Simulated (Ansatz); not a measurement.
# CHF3O3S (triflic acid) at RPA@PBE0/6-31G(d) (spherical functions)

Aim: the energy change on altering one bond length of CHF3O3S (triflic acid) at RPA@PBE0/6-31G* (spherical functions), from 2 runs. 

The calculation is run with Ansatz 0.2.0.

115 further runs of the same task are left out: 1 that didn't finish, 114 set aside as unsound or not needed.

**1. The structure to begin with**

The species is CHF3O3S (9 atoms), meant as a singlet with charge 0. SMILES: `O=S(=O)(O)C(F)(F)F`. The shape is that of a PBE0-D4/def2-TZVP optimisation. This is one conformer, not always the lowest.

Bond lengths: O1–S2 1.422 Å, S2–O3 1.414 Å, S2–O4 1.577 Å, S2–C5 1.848 Å, C5–F6 1.327 Å, C5–F7 1.320 Å, C5–F8 1.319 Å, O4–H9 0.968 Å. Some angles: O1–S2–O3 123.8°, O1–S2–O4 109.3°, O1–S2–C5 106.8°, O3–S2–O4 107.4°, O3–S2–C5 107.2°, O4–S2–C5 99.5°, S2–C5–F6 109.4°, S2–C5–F7 108.8°, S2–C5–F8 110.4°, F6–C5–F7 109.4°.

**2. A single-point energy at RPA@PBE0/6-31G(d) (spherical functions)**

Input file in.yaml:

```yaml
crystal:
  periodic: [false, false, false]
  atoms:
    - {symbol: O, position_ang: [1.462890, -0.581870, 0.985740]}
    - {symbol: S, position_ang: [0.298500, -0.778940, 0.194370]}
    - {symbol: O, position_ang: [0.144480, -1.837650, -0.729970]}
    - {symbol: O, position_ang: [-0.972740, -0.777950, 1.128120]}
    - {symbol: C, position_ang: [0.003130, 0.796730, -0.725230]}
    - {symbol: F, position_ang: [-0.076560, 1.801740, 0.138180]}
    - {symbol: F, position_ang: [1.014380, 1.004120, -1.547510]}
    - {symbol: F, position_ang: [-1.120920, 0.723830, -1.412290]}
    - {symbol: H, position_ang: [-0.753170, -0.350000, 1.968590]}
basis:
  gaussian:
    orbitals: 6-31G_st_-spherical.json
hamiltonian:
  xc: {name: PBE0}
correlation:
  method: rpa
  frozen_orbitals: {C: 1, F: 1, H: 0, O: 1, S: 5}
accuracy: high
```

The basis set 6-31G* is read from a file made from the Basis Set Exchange's data (not shown).

Command:

```sh
$ ansatz run in.yaml --threads 1 --pin off --max-ram 3480MiB --events-out events.jsonl --progress --plain --runs-dir runs
```

Standard output:

```text
Warning: RAYON_NUM_THREADS=1 ignored (pool sized by the plan → 1); use --threads N
Functional definition: PBE0
  name "PBE0"
  parameter a = 0.25
  parameter kappa = 0.804
  parameter beta = 0.06672455060314922
  exchange = (1 - a)*pbe_x(kappa = kappa, mu = beta*pi^2/3) + a*exact_x
  correlation = pbe_c(beta = beta)
2686 factors; integrals over basis functions are off by at most 6.4e-9 eV
mean field evaluation 1: about -26146.8475 eV, gradient 8.2e1 eV
mean field evaluation 2: about -26147.2042 eV, gradient 8.2e1 eV
mean field evaluation 4: about -26157.9648 eV, gradient 1.3e1 eV
mean field evaluation 8: about -26158.3032 eV, gradient 1.7e0 eV
mean field evaluation 16: about -26158.3087 eV, gradient 7.0e-4 eV
mean field -26158.30868509 eV, -961.3001134385 hartree, gradient 2.1e-8 eV, S^2 0.000000; 0 other end points of the search recorded, 0 dependent functions left out
12 core orbitals not correlated: weight in the atoms' cores, before any rotation towards them, 1.000 or more for the frozen orbitals, at most 0.000 for the correlated occupied ones
reference -26087.89898694 eV, -958.7126047570 hartree; 25, 25 occupied and 81, 81 virtual orbitals, 2686 factors
Total energy: -26134.63837350 eV, -960.4302455321 hartree
```

It took 32 s on 1 thread of Intel Xeon Platinum 8259CL at 2.50GHz (Skylake/Cascade Lake), shared host; peak memory 0.55 GiB.

**3. The distorted shape at the same level**

Input file run.yaml:

```yaml
crystal:
  periodic: [false, false, false]
  atoms:
    - symbol: O
      position_ang: [1.551503, -1.054580, 1.261625]
    - symbol: S
      position_ang: [0.387113, -1.251650, 0.470255]
    - symbol: O
      position_ang: [0.233093, -2.310360, -0.454085]
    - symbol: O
      position_ang: [-0.884127, -1.250660, 1.404005]
    - symbol: C
      position_ang: [0.003130, 0.796730, -0.725230]
    - symbol: F
      position_ang: [-0.076560, 1.801740, 0.138180]
    - symbol: F
      position_ang: [1.014380, 1.004120, -1.547510]
    - symbol: F
      position_ang: [-1.120920, 0.723830, -1.412290]
    - symbol: H
      position_ang: [-0.664557, -0.822710, 2.244475]
basis:
  gaussian:
    orbitals: 6-31G_st_-spherical.json
hamiltonian:
  xc: pbe0
correlation:
  method: rpa
  frozen_orbitals: {C: 1, F: 1, H: 0, O: 1, S: 5}
accuracy: high
```

The basis set 6-31G* is read from a file made from the Basis Set Exchange's data (not shown).

Command:

```sh
$ ansatz run run.yaml --threads 1 --pin off --max-ram 3480MiB --events-out events.jsonl --progress --plain --runs-dir runs
```

Standard output (excerpt; [...] marks lines left out):

```text
Warning: RAYON_NUM_THREADS=1 ignored (pool sized by the plan → 1); use --threads N
[... 2 set-up lines as earlier in the session ...]
[...]
2633 factors; integrals over basis functions are off by at most 4.4e-9 eV
[...]
mean field -26156.95458028 eV, -961.2503510046 hartree, gradient 4.0e-8 eV, S^2 0.000000; 0 other end points of the search recorded, 0 dependent functions left out
12 core orbitals not correlated: weight in the atoms' cores, before any rotation towards them, 1.000 or more for the frozen orbitals, at most 0.000 for the correlated occupied ones
reference -26085.84422175 eV, -958.6370935292 hartree; 25, 25 occupied and 81, 81 virtual orbitals, 2633 factors
Total energy: -26133.25810310 eV, -960.3795215306 hartree
```

Wall time 29 s (1 thread of Intel Xeon Platinum 8259CL at 2.50GHz (Skylake/Cascade Lake), shared host); peak memory 0.59 GiB.

**4. What came out**

Level: RPA@PBE0/6-31G* (spherical functions), 12 core orbitals frozen.

| quantity | value |
| --- | --- |
| first shape: total energy | -960.43025 Eh |
| first shape: RPA correlation energy (valence) | -1717.6 mEh |
| distorted shape: total energy | -960.37952 Eh |
| distorted shape: RPA correlation energy (valence) | -1742.4 mEh |
| energy change with the S2–C5 bond stretched from 1.848 to 2.403 Å | 1.380 eV |

In words: With the S2–C5 bond stretched from 1.848 to 2.403 Å the energy rises by 1.38 eV (133 kJ/mol). The first shape isn't relaxed at this level, so the change isn't measured from a minimum.
